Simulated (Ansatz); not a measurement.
# C2H4FGeN: basis-set convergence

An exercise on one series of results from a longer session: the logs are not shown, and one member is left open.

Method: one geometry, several basis sets; program: Ansatz 0.2.0, Gaussian basis.

The runs, in order: PBE0-D4/def2-SVP; ωB97M-V/def2-SVP; PBE0-D4/def2-QZVPP; ωB97M-V/def2-QZVPP; the functionals' def2-TZVPP values are taken from earlier runs.

## Structure used throughout

The geometry comes from an earlier relaxation with PBE0-D4 in a triple-zeta def2 set; it is a stationary point, not always the lowest conformer.

SMILES `N#C[CH2][GeH2][F]`, 9 atoms, charge 0, spin multiplicity 1.

Atoms are counted from 1 here; the program's logs count them from 0.

Bond lengths: N1–C2 1.151 Å, C2–C3 1.442 Å, C3–Ge4 1.971 Å, C3–H6 1.092 Å, C3–H7 1.092 Å, Ge4–F5 1.741 Å, Ge4–H8 1.531 Å, Ge4–H9 1.531 Å. Angles: N1–C2–C3 177.1°, C2–C3–Ge4 110.3°, C2–C3–H6 110.5°, C2–C3–H7 110.5°, Ge4–C3–H6 108.5°, Ge4–C3–H7 108.5°, H6–C3–H7 108.5°, C3–Ge4–F5 103.7°, C3–Ge4–H8 111.7°, C3–Ge4–H9 111.8°, F5–Ge4–H8 107.1°, F5–Ge4–H9 107.1°, H8–Ge4–H9 114.6°.

The first run:

Contents of in.yaml:

```yaml
crystal:
  periodic: [false, false, false]
  atoms:
    - {symbol: N, position_ang: [1.390995, -2.231531, 0.866849]}
    - {symbol: C, position_ang: [1.184368, -1.187079, 0.429794]}
    - {symbol: C, position_ang: [0.853586, 0.109033, -0.107655]}
    - {symbol: Ge, position_ang: [-1.098412, 0.378269, -0.092822]}
    - {symbol: F, position_ang: [-1.300291, 1.968326, -0.771453]}
    - {symbol: H, position_ang: [1.208092, 0.197403, -1.136651]}
    - {symbol: H, position_ang: [1.317472, 0.898622, 0.487034]}
    - {symbol: H, position_ang: [-1.813322, -0.603130, -1.025101]}
    - {symbol: H, position_ang: [-1.653986, 0.423787, 1.332904]}
basis:
  gaussian: {orbitals: def2-SVP}
hamiltonian: {xc: pbe0, dispersion: d4}
output: {orbitals: {seedname: orbitals}}
```

Command:

```bash
> ansatz run in.yaml --threads 4 --pin off --events-out ev --progress --plain --max-ram 10444MiB
```

Among the steps run: PBE0-D4 in def2-SVP; ωB97M-V in def2-SVP; PBE0-D4 in def2-QZVPP; ωB97M-V in def2-QZVPP.

One table of the session follows, with a row left open; its other results are not shown here.

It belongs to the step «Functionals by basis». 

| functional | basis | HOMO (eV) | LUMO (eV) |
| --- | --- | --- | --- |
| PBE0-D4 | def2-SVP | -9.00 | -0.15 |
| PBE0-D4 | def2-TZVPP | -9.07 | -0.40 |
| PBE0-D4 | def2-QZVPP | -9.09 | -0.55 |
| ωB97M-V | def2-SVP | -11.18 | 1.84 |
| ωB97M-V | def2-TZVPP | ? | ? |
| ωB97M-V | def2-QZVPP | -11.30 | 1.13 |

**Question.** Estimate the row for ωB97M-V, def2-TZVPP.

As computed: HOMO (eV): -11.28; LUMO (eV): 1.48. In the column «HOMO (eV)» it lies between ωB97M-V, def2-QZVPP (-11.30) and ωB97M-V, def2-SVP (-11.18).
